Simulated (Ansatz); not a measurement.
**C₂H₇ClFHfNS: ionisation energy by level of theory**

The task here is to estimate one member of a computed series from the others.

The runs use Ansatz 0.2.0, Gaussian basis; unrestricted cation, the program's frozen cores in correlated methods.

The runs, in order: UKS PBE-D4/def2-TZVPP; UKS r2SCAN-D4/def2-TZVPP; UKS PBE0-D4/def2-TZVPP; UKS B3LYP-D4/def2-TZVPP; UKS wB97X-V/def2-TZVPP; UKS wB97M-V/def2-TZVPP; UKS B2PLYP/def2-TZVPP; UHF-CCSD(T)/def2-TZVPP; UHF-MP2/def2-QZVPP; extrapolation to the limit; then −ε(HOMO) from the neutral's earlier runs with LDA (SPW92), PBE-D4, revPBE-D4, BLYP-D4, r2SCAN-D4, B97M-V, PBE0-D4, B3LYP-D4, r2SCANh-D4, r2SCAN0-D4, HSE06-D4, BHLYP-D4, CAM-B3LYP-D4, LC-ωPBE, ωB97X-V, ωB97M-V.

## The relaxed structure

The geometry comes from an earlier relaxation with PBE0-D4 in a triple-zeta def2 set; it is a stationary point, not always the lowest conformer. Hf takes the def2 core potential; no spin-orbit term is included.

SMILES `C[N](C)[Hf]([F])([SH])[Cl]`, 14 atoms, charge 0, spin multiplicity 1.

Atoms are counted from 1 here; the program's logs count them from 0.

Bond lengths: C1–N2 1.444 Å, C1–H8 1.098 Å, C1–H9 1.098 Å, C1–H10 1.092 Å, N2–C3 1.448 Å, N2–Hf4 1.991 Å, C3–H11 1.098 Å, C3–H12 1.097 Å, C3–H13 1.097 Å, Hf4–F5 1.900 Å, Hf4–S6 2.457 Å, Hf4–Cl7 2.362 Å, S6–H14 1.345 Å. Angles: N2–C1–H8 111.1°, N2–C1–H9 111.2°, N2–C1–H10 110.7°, H8–C1–H9 107.7°, H8–C1–H10 108.0°, H9–C1–H10 108.0°, C1–N2–C3 113.7°, C1–N2–Hf4 129.7°, C3–N2–Hf4 116.6°, N2–C3–H11 111.2°, N2–C3–H12 111.5°, N2–C3–H13 111.1°, H11–C3–H12 108.3°, H11–C3–H13 107.3°, H12–C3–H13 107.2°, N2–Hf4–F5 107.6°, N2–Hf4–S6 105.5°, N2–Hf4–Cl7 109.4° and more.

Set-up of the first run:

in.yaml

```yaml
crystal:
  periodic: [false, false, false]
  atoms:
    - {symbol: C, position_ang: [0.201428, 0.806288, 1.556380]}
    - {symbol: N, position_ang: [0.205247, 0.103661, 0.295350]}
    - {symbol: C, position_ang: [0.535048, -1.301367, 0.412923]}
    - {symbol: Hf, position_ang: [-0.127695, 0.790236, -1.544138]}
    - {symbol: F, position_ang: [-0.308409, 2.678431, -1.427486]}
    - {symbol: S, position_ang: [-2.228407, -0.257691, -2.267679]}
    - {symbol: Cl, position_ang: [1.646230, 0.133878, -2.958504]}
    - {symbol: H, position_ang: [-0.537759, 0.377418, 2.245283]}
    - {symbol: H, position_ang: [1.183278, 0.751781, 2.043974]}
    - {symbol: H, position_ang: [-0.045185, 1.860051, 1.410540]}
    - {symbol: H, position_ang: [-0.193476, -1.829820, 1.041607]}
    - {symbol: H, position_ang: [1.532694, -1.444716, 0.846435]}
    - {symbol: H, position_ang: [0.534728, -1.790784, -0.568711]}
    - {symbol: H, position_ang: [-2.397723, -0.877374, -1.085984]}
basis:
  gaussian: {orbitals: def2-TZVPP}
total_charge: 1
magnetization: {spin_polarized: true, initial_magnetization: 1}
hamiltonian: {xc: pbe, dispersion: d4}
```

Command:

```console
ansatz run in.yaml --threads 2 --pin off --events-out ev --progress --plain --max-ram 22528MiB --backend cuda --devices 0, --max-vram 18GiB
```

Among the steps run: Cation, UKS PBE-D4/def2-TZVPP; Cation, UKS r2SCAN-D4/def2-TZVPP; Cation, UKS PBE0-D4/def2-TZVPP; Cation, UKS B3LYP-D4/def2-TZVPP; Cation, UKS wB97X-V/def2-TZVPP; Cation, UKS wB97M-V/def2-TZVPP; Cation, UKS B2PLYP (frozen core)/def2-TZVPP; Cation, UHF-CCSD(T)/def2-TZVPP; Cation, UHF-MP2/def2-QZVPP.

One table of the session follows, with a row left open; its other results are not shown here.

For comparison, −ε(HOMO) of the neutral from earlier runs:

| functional | −ε(HOMO) (eV) |
| --- | --- |
| LDA (SPW92) | 6.21 |
| PBE-D4 | 6.06 |
| revPBE-D4 | 6.00 |
| BLYP-D4 | 5.93 |
| r2SCAN-D4 | 6.29 |
| B97M-V | 6.37 |
| PBE0-D4 | 7.32 |
| B3LYP-D4 | 7.11 |
| r2SCANh-D4 | 6.77 |
| r2SCAN0-D4 | 7.49 |
| HSE06-D4 | 6.92 |
| BHLYP-D4 | 8.50 |
| CAM-B3LYP-D4 | ? |
| LC-ωPBE | 9.99 |
| ωB97X-V | 9.66 |
| ωB97M-V | 9.56 |

**Question.** Estimate the row for CAM-B3LYP-D4.

**Answer.** −ε(HOMO) (eV): 8.66. In the column «−ε(HOMO) (eV)» it lies between BHLYP-D4 (8.50) and ωB97M-V (9.56).
